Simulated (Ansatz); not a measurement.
# GeH₅S+: an energy map over two coordinates

How does the energy of GeH₅S, SMILES [SH2+][GeH3], charge +1 change over two coordinates at once? A grid of runs gives the map.

The runs use Ansatz 0.2.0; RKS B3LYP-D4/def2-TZVP.

### Step 1. Where the work starts

SMILES `[SH2+][GeH3]`, 7 atoms, charge 1, spin multiplicity 1.

Atoms are counted from 1 here; the program's logs count them from 0.

Bond lengths: S1–Ge2 2.442 Å, S1–H3 1.371 Å, S1–H4 1.371 Å, Ge2–H5 1.536 Å, Ge2–H6 1.537 Å, Ge2–H7 1.536 Å. Angles: Ge2–S1–H3 98.3°, Ge2–S1–H4 98.2°, H3–S1–H4 93.4°, S1–Ge2–H5 98.3°, S1–Ge2–H6 103.0°, S1–Ge2–H7 98.3°, H5–Ge2–H6 117.2°, H5–Ge2–H7 116.9°, H6–Ge2–H7 117.2°.

As a file:

```xyz
7
charge 1, multiplicity 1
S    -0.2374   -1.3960   -0.4102
Ge    0.4052    0.9365   -0.0753
H    -0.0274   -1.8437    0.8686
H    -1.5889   -1.2559   -0.2263
H    -0.1326    1.5055   -1.3967
H    -0.3430    1.3191    1.2115
H     1.9242    0.7344    0.0284
```

This geometry comes from a loose relaxation at PBE in a small basis, which is not shown.

### Step 3. Setting up the map

The axes are (1) umbrella angle at S1 (between each of its bonds and their common axis; 90 is planar): 15 values from 47.6 to 132.4 °; (2) change of the bonds S1–Ge2, S1–H3, S1–H4, all alike: 15 values from −0.188 to 0.291 Å.

Nothing else is relaxed (all other coordinates rigid). Energies count from the relaxed molecule at the same level. Points are written as (first, second).

(The set-up runs are not shown.)

### Step 4. The run at (90.0°, 0.120 Å)

File input.yaml:

```yaml
crystal:
  periodic: [false, false, false]
  atoms:
    - { symbol: S, position_ang: [-0.242027, -1.38971, -0.402621] }
    - { symbol: Ge, position_ang: [1.064868, 0.657669, -1.172351] }
    - { symbol: H, position_ang: [0.331961, -2.38636, 0.51448] }
    - { symbol: H, position_ang: [-1.619727, -1.652019, -0.846444] }
    - { symbol: H, position_ang: [0.428486, 0.829928, -2.544712] }
    - { symbol: H, position_ang: [0.716404, 1.6916, -0.109886] }
    - { symbol: H, position_ang: [2.465336, 0.061971, -1.129373] }
total_charge: 1
basis:
  gaussian: { orbitals: def2-TZVP }
hamiltonian:
  xc: { name: B3LYP }
  dispersion: d4
output:
  forces: true
```

Launch:

```console
$ ansatz run input.yaml --threads 1 --pin off --max-ram 2560MiB --backend cpu --events-out ev --progress --plain --runs-dir out
```

The session goes on with these runs: the other points that were computed.

Q: Predict the outcome of this session. Wanted: lowest point; highest computed point; largest force on an atom.

The runs gave:

| quantity | value |
| --- | --- |
| lowest point | (120.3°, 0.017 Å), 0.19 kcal/mol |
| highest computed point | (90.0°, 0.291 Å), 56.9 kcal/mol above the lowest |
| largest force on an atom (eV/Å) | 0.5 at (59.7°, 0.017 Å) to 10.8 at (47.6°, −0.188 Å); 0.5 at the lowest point |
| time for the whole task | 23 min on 1 thread, shared host |

What this shows: The lowest computed point is at (120.3°, 0.017 Å), 0.19 kcal/mol from the relaxed molecule at the same level. The grid is coarse, so the lowest point of the scanned range may lie between grid points; coordinates that were held can hide deeper minima. A higher local minimum lies near (59.7°, 0.017 Å) (0.9 kcal/mol above the lowest at that grid point). The highest computed point, (90.0°, 0.291 Å), lies 56.9 kcal/mol above the lowest. On the interpolated surface the easiest way out of the lowest well to the well at (59.7°, 0.017 Å) passes a barrier of about 19 kcal/mol. Round the minimum the two coordinates are nearly uncoupled.
